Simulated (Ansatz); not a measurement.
CH6BrNSi, SMILES N[SiH2]CBr, a ladder of methods at one geometry

Computed with Ansatz 0.2.0, Python API.

The script, `methods_ch6brnsi.py`:
```python
"""One geometry of CH6BrNSi, method by method."""

import ansatz as az
from ase import Atoms

atoms = Atoms(["N", "Si", "C", "Br", "H", "H", "H", "H", "H", "H"], positions=[
    [-1.3975, 0.1794, -0.8824],
    [-0.4512, -0.6655, 0.1593],
    [1.0559, 0.2239, 0.6232],
    [2.196, 0.7206, -0.9494],
    [-0.9375, 0.4166, -1.7722],
    [-1.6837, 1.1408, -0.4888],
    [-0.1208, -1.9362, -0.5209],
    [-1.229, -0.9207, 1.3526],
    [0.8946, 1.1772, 1.205],
    [1.7562, -0.3873, 1.2764],
])
mol = az.Crystal.molecule_from_ase(atoms)

calculation = mol.calculation().basis(gaussian="def2-SVP")

methods = ["mp2", "ccsd", "ccsd_t"]
batch = az.Session.batch([calculation.correlation(m).input() for m in methods])
reports = sorted(batch.plan().execute().molecular_reports, key=lambda each: each["member"])
print(f"Hartree-Fock reference {reports[0]['reference_energy_ev'] / 27.211386246:.6f} Ha")
best = reports[-1]["free_energy_ev"] - reports[-1]["reference_energy_ev"]
for method, each in zip(methods, reports):
    gained = each["free_energy_ev"] - each["reference_energy_ev"]
    print(f"{method:8s} total {each['free_energy_ev'] / 27.211386246:.6f} Ha  correlation {gained:9.4f} eV  ({100 * gained / best:.1f} % of the last)")
```

```console
$ python methods_ch6brnsi.py
Hartree-Fock reference -2956.689043 Ha
mp2      total -2957.337112 Ha  correlation  -17.6349 eV  (91.5 % of the last)
ccsd     total -2957.378957 Ha  correlation  -18.7735 eV  (97.5 % of the last)
ccsd_t   total -2957.396937 Ha  correlation  -19.2628 eV  (100.0 % of the last)
```

Notes:
- The settings weren't tested for convergence.
- The geometry is a force-field or estimated start, not a minimum of this method, and the basis set is short of its limit. A lower total doesn't mark the better method: functionals have no common bound, and MP2 and coupled cluster aren't variational.
- Inner cores stay frozen; a filled d shell under the valence of the heavier atoms is correlated with it.

(Lines on the test bed's own set-up are left out of the output.)
